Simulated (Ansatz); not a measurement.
Write a Python script for the Python package of Ansatz (0.2.0) that makes a geometry optimisation of B₂F₂H₄S₂, SMILES F[BH-]1[SH+][BH-](F)[SH+]1. Settings: r2SCAN, def2-SVP basis, multiplicity 1.

```xyz
10

F    -0.4452    1.5362   -1.7968
B    -0.6575    0.4064   -0.9635
S     0.8797   -0.5820   -0.9275
B     0.9203   -0.0875    0.8719
F     1.9815    0.7371    1.2045
S    -0.7195    0.9115    0.8250
H    -1.5658   -0.2492   -1.2774
H     0.6517   -1.8980   -1.0437
H     0.7567   -1.0280    1.6349
H    -1.7189    0.2024    1.4755
```

`run_opt.py`
```python
"""Minimum-energy structure of B2F2H4S2."""

from dataclasses import dataclass

import ansatz as az
import numpy as np
import pandas as pd


@dataclass
class Options:
    basis_set: str = "def2-SVP"
    functional: str = "r2SCAN"


cfg = Options()


def main() -> None:
    b2f2h4s2 = (
        az.Crystal.molecule()
        .atom("F", (-0.4452, 1.5362, -1.7968))
        .atom("B", (-0.6575, 0.4064, -0.9635))
        .atom("S", (0.8797, -0.582, -0.9275))
        .atom("B", (0.9203, -0.0875, 0.8719))
        .atom("F", (1.9815, 0.7371, 1.2045))
        .atom("S", (-0.7195, 0.9115, 0.825))
        .atom("H", (-1.5658, -0.2492, -1.2774))
        .atom("H", (0.6517, -1.898, -1.0437))
        .atom("H", (0.7567, -1.028, 1.6349))
        .atom("H", (-1.7189, 0.2024, 1.4755))
    )

    base = (
        b2f2h4s2.calculation()
        .basis(gaussian=cfg.basis_set)
        .functional(cfg.functional)
    )
    symbols = [site.symbol for site in b2f2h4s2.cartesian_sites]
    start = np.array([site.position_ang for site in b2f2h4s2.cartesian_sites], dtype=float)
    def progress(event):
        if event["event"] == "relax_step":
            row = event["data"]
            print(f"step {row['step']:3d}  E = {row['lagrangian_ev']:.6f} eV  max force {row['allowed_force_max_ev_ang']:.4f} eV/A")


    report = base.relax(force_tolerance=0.005, max_steps=100).session().plan().execute(on_event=progress).report
    end = np.array(report["positions_ang"])

    print(f"E = {report['free_energy_ev']:.6f} eV = {report['free_energy_ev'] / 27.211386246:.7f} Ha")
    print("converged:", report["converged"], " doubts:", report["published_state_doubts"] or "none")

    print("bond        before    after (A)")
    for i, j in [(0, 1), (1, 2), (1, 5), (1, 6), (2, 3), (2, 7), (3, 4), (3, 5), (3, 8), (5, 9)]:
        d0, d1 = (np.linalg.norm(xyz[i] - xyz[j]) for xyz in (start, end))
        print(f"{symbols[i]}{i}-{symbols[j]}{j}".ljust(10), f"{d0:8.4f} {d1:8.4f}")

    charges = report["charge_distribution"]
    table = pd.DataFrame({"atom": symbols, "mulliken": charges["mulliken_charges_e"], "lowdin": charges["lowdin_charges_e"]})
    print(table.round(3).to_string())
    print("dipole (e A):", np.round(charges["dipole_moment_e_ang"], 4) + 0.0)
    with open("b2f2h4s2_opt.xyz", "w") as handle:
        handle.write(f"{len(symbols)}\nrelaxed B2F2H4S2\n")
        handle.writelines(f"{s:2s} {x:11.6f} {y:11.6f} {z:11.6f}\n" for s, (x, y, z) in zip(symbols, end))


if __name__ == "__main__":
    main()
```

Running `python run_opt.py` prints:
```text
step   1  E = -28508.908398 eV  max force 3.1165 eV/A
step   2  E = -28509.559859 eV  max force 1.6292 eV/A
step   3  E = -28509.831213 eV  max force 0.7160 eV/A
step   4  E = -28509.856772 eV  max force 0.2425 eV/A
step   5  E = -28509.864727 eV  max force 0.0777 eV/A
step   6  E = -28509.866228 eV  max force 0.0287 eV/A
step   7  E = -28509.867883 eV  max force 0.0924 eV/A
step   8  E = -28509.868938 eV  max force 0.1160 eV/A
step   9  E = -28509.870422 eV  max force 0.1618 eV/A
step  10  E = -28509.871691 eV  max force 0.1085 eV/A
step  11  E = -28509.873218 eV  max force 0.0590 eV/A
step  12  E = -28509.873774 eV  max force 0.0288 eV/A
step  13  E = -28509.873902 eV  max force 0.0146 eV/A
step  14  E = -28509.873935 eV  max force 0.0097 eV/A
step  15  E = -28509.873942 eV  max force 0.0028 eV/A
E = -28509.873951 eV = -1047.7185430 Ha
converged: True  doubts: none
bond        before    after (A)
F0-B1        1.4198   1.3485
B1-S2        1.8279   2.0279
B1-S5        1.8595   2.0281
B1-H6        1.1633   1.2100
S2-B3        1.8666   2.0281
S2-H7        1.3407   1.3505
B3-F4        1.3845   1.3484
B3-S5        1.9207   2.0284
B3-H8        1.2221   1.2100
S5-H9        1.3874   1.3505
  atom  mulliken  lowdin
0    F    -0.138   0.201
1    B     0.191  -0.685
2    S    -0.151   0.513
3    B     0.191  -0.685
4    F    -0.138   0.201
5    S    -0.151   0.513
6    H    -0.034  -0.058
7    H     0.132   0.029
8    H    -0.034  -0.058
9    H     0.132   0.029
dipole (e A): [-0.2674 -0.4176  0.1066]
```

It writes `b2f2h4s2_opt.xyz`:
```text
10
relaxed B2F2H4S2
F    -0.909900    1.316488   -1.995331
B    -0.745749    0.380496   -1.038501
S     1.150557   -0.338007   -1.024465
B     0.907311   -0.165144    0.981592
F     2.005263    0.354217    1.567252
S    -0.559433    1.223663    0.796543
H    -1.525184   -0.543084   -0.978061
H     0.876946   -1.653943   -1.155730
H     0.435747   -1.190435    1.418124
H    -1.552559    0.564649    1.431478
```

Reading the output:
- Total energies depend on the basis set; only differences at equal settings carry meaning.
- The end point is the stationary point reached from this start; no frequency run checks that it is a minimum, and the basis set is modest.
- The Löwdin charges here are taken after orthogonalising the functions within each atom; they differ from plain Löwdin charges, and their signs can be unphysical.
- Wall time of the script: 2.3 min on 1 thread of Arm Neoverse V1, with other jobs on the host, peak memory 0.29 GiB.

(Lines on the test bed's own set-up are left out of the output.)
